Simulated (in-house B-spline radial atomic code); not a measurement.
**Tm⁵⁺: binding energies from hole states**

Aim: binding energies of the shells of Tm⁵⁺, from runs with electrons taken out, set against the orbital energies of the parent.

Method: Dirac-Hartree-Fock, average of configuration, Fermi nucleus, basis-set limit. Code: in-house B-spline radial atomic code version 1.

## (1) Starting point

```
element       : thulium (Z = 69)
charge        : +5
electrons     : 64
configuration : [Kr] 4d10 4f11 5s2 5p5
Hamiltonian   : Dirac-Coulomb
nucleus       : Fermi, rms radius 5.226 fm
```

The outer shells:

[Kr] 4d10 4f11 5s2 5p5
```
[Kr] core
4d [↑↓][↑↓][↑↓][↑↓][↑↓]
4f [↑↓][↑↓][↑↓][↑↓][↑ ][↑ ][↑ ]
5s [↑↓]
5p [↑↓][↑↓][↑ ]
```

The boxes draw the filling by Hund's rule, which heavy ions in jj coupling don't follow; these runs average over all states of the configuration.

The run's settings:

```ini
Z = 69
electrons = 64.0
configuration = [Kr] 4d10 4f11 5s2 5p5
hamiltonian = dirac
method = hf
spin_polarised = False
nucleus = fermi
rms_radius = 5.2256
mass_number = 169
atomic_mass = 168.934218956
speed_of_light = 137.035999084
```

This reference run was done before. Its total energy is -13568.495333 hartree, and its levels are (the highest eight at most):

| orbital | occupation | energy (eV) | <r> (bohr) |
| --- | --- | --- | --- |
| 4p3/2 | 4 | -427.13 | 0.5362 |
| 4d3/2 | 4 | -278.01 | 0.5624 |
| 4d5/2 | 6 | -269.01 | 0.5732 |
| 5s1/2 | 2 | -128.97 | 1.185 |
| 5p1/2 | 1.66667 | -100.70 | 1.289 |
| 5p3/2 | 3.33333 | -93.294 | 1.366 |
| 4f5/2 | 4.71429 | -88.571 | 0.6846 |
| 4f7/2 | 6.28571 | -87.153 | 0.6933 |

## (2) The 4d3/2 hole

In configurations, a minus sign after the shell means j = l − 1/2 and a plus sign j = l + 1/2; the count of electrons follows.

The run's settings:

```ini
Z = 69
electrons = 63.0
configuration = 1s2 2s2 2p6 3s2 3p6 3d10 4s2 4p6 4d-3 4d+6 4f11 5s2 5p5
hamiltonian = dirac
method = hf
spin_polarised = False
nucleus = fermi
rms_radius = 5.2256
mass_number = 169
atomic_mass = 168.934218956
speed_of_light = 137.035999084
```

## (3) The 4d5/2 hole

The settings differ from step 2 so:

```diff
@@ -2,3 +2,3 @@
 electrons = 63.0
-configuration = 1s2 2s2 2p6 3s2 3p6 3d10 4s2 4p6 4d-3 4d+6 4f11 5s2 5p5
+configuration = 1s2 2s2 2p6 3s2 3p6 3d10 4s2 4p6 4d-4 4d+5 4f11 5s2 5p5
 hamiltonian = dirac
```

## (4) The 4f hole

The settings differ from step 3 so:

```diff
@@ -2,3 +2,3 @@
 electrons = 63.0
-configuration = 1s2 2s2 2p6 3s2 3p6 3d10 4s2 4p6 4d-4 4d+5 4f11 5s2 5p5
+configuration = 1s2 2s2 2p6 3s2 3p6 3d10 4s2 4p6 4d10 4f10 5s2 5p5
 hamiltonian = dirac
```

## (5) The 5s hole

The settings differ from step 4 so:

```diff
@@ -2,3 +2,3 @@
 electrons = 63.0
-configuration = 1s2 2s2 2p6 3s2 3p6 3d10 4s2 4p6 4d10 4f10 5s2 5p5
+configuration = 1s2 2s2 2p6 3s2 3p6 3d10 4s2 4p6 4d10 4f11 5s1 5p5
 hamiltonian = dirac
```

## (6) The 5p hole

The settings differ from step 5 so:

```diff
@@ -2,3 +2,3 @@
 electrons = 63.0
-configuration = 1s2 2s2 2p6 3s2 3p6 3d10 4s2 4p6 4d10 4f11 5s1 5p5
+configuration = 1s2 2s2 2p6 3s2 3p6 3d10 4s2 4p6 4d10 4f11 5s2 5p4
 hamiltonian = dirac
```

Before running: What does each hole state cost in eV, and how does that compare with the orbital energies or single holes?

The runs gave:

| hole | ΔSCF (eV) | with Breit, QED, recoil (eV) | −ε of the parent (eV) | −ε less ΔSCF (eV) |
| --- | --- | --- | --- | --- |
| 4d3/2 | 270.51 | 270.25 | 278.01 | 7.49 |
| 4d5/2 | 261.80 | 261.71 | 269.01 | 7.21 |
| 4f | 82.194 | 82.347 | - | - |
| 5s | 127.99 | 127.75 | 128.97 | 0.98 |
| 5p | 95.029 | 94.924 | - | - |

Relaxation of the remaining electrons brings each binding energy under −ε, by 7.5 eV for 4d3/2 and 0.98 eV for 5s. A dash stands where an open shell is averaged over j, so that no single parent level belongs to the hole. Values are for the free ion, measured from the vacuum level.
